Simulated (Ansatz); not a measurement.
# C2H3FSi: the cost of one run

Program: Ansatz 0.2.0. Level of theory: RKS PBE0-D4/cc-pVDZ. These are calculated values, not measurements.

## 1. The structure to begin with

Bond lengths: C1–C2 1.315 Å, C2–Si3 1.747 Å, Si3–F4 1.613 Å, C1–H5 1.083 Å, C1–H6 1.086 Å, Si3–H7 1.443 Å. Angles: C1–C2–Si3 149.6°, C2–C1–H5 120.2°, C2–C1–H6 125.4°, H5–C1–H6 114.4°, C2–Si3–F4 118.9°, C2–Si3–H7 135.2°, F4–Si3–H7 101.6°.

As a file:

```xyz
7

C    -1.0126    1.1800   -0.0696
C    -0.1617    0.2253   -0.3746
Si    0.9803   -0.9938    0.1360
F     0.5803   -2.5491   -0.0147
H    -1.5124    1.7348   -0.8535
H    -1.2911    1.4752    0.9373
H     2.4172   -1.0723    0.2391
```

## 2. Relaxing the start

Input file input.yaml:

```yaml
crystal:
  periodic: [false, false, false]
  atoms:
    - { symbol: C, position_ang: [-1.01262, 1.17995, -0.06958] }
    - { symbol: C, position_ang: [-0.16169, 0.22534, -0.3746] }
    - { symbol: Si, position_ang: [0.98026, -0.99377, 0.13596] }
    - { symbol: F, position_ang: [0.58033, -2.5491, -0.01466] }
    - { symbol: H, position_ang: [-1.5124, 1.73477, -0.85353] }
    - { symbol: H, position_ang: [-1.29109, 1.47516, 0.93732] }
    - { symbol: H, position_ang: [2.4172, -1.07234, 0.23909] }
basis:
  gaussian: { orbitals: cc-pVDZ }
hamiltonian:
  xc: pbe0
  dispersion: d4
relax:
  f_tol: 0.02
  max_steps: 40
```

On the command line:

```console
$ ansatz run input.yaml --threads 1 --pin off --max-ram 2048MiB --backend cpu --events-out ev --progress --plain --runs-dir out
```

What time and memory should one allow on 1 thread of Arm Neoverse N1, shared host?

About 43 s, with a peak of 0.14 GiB.
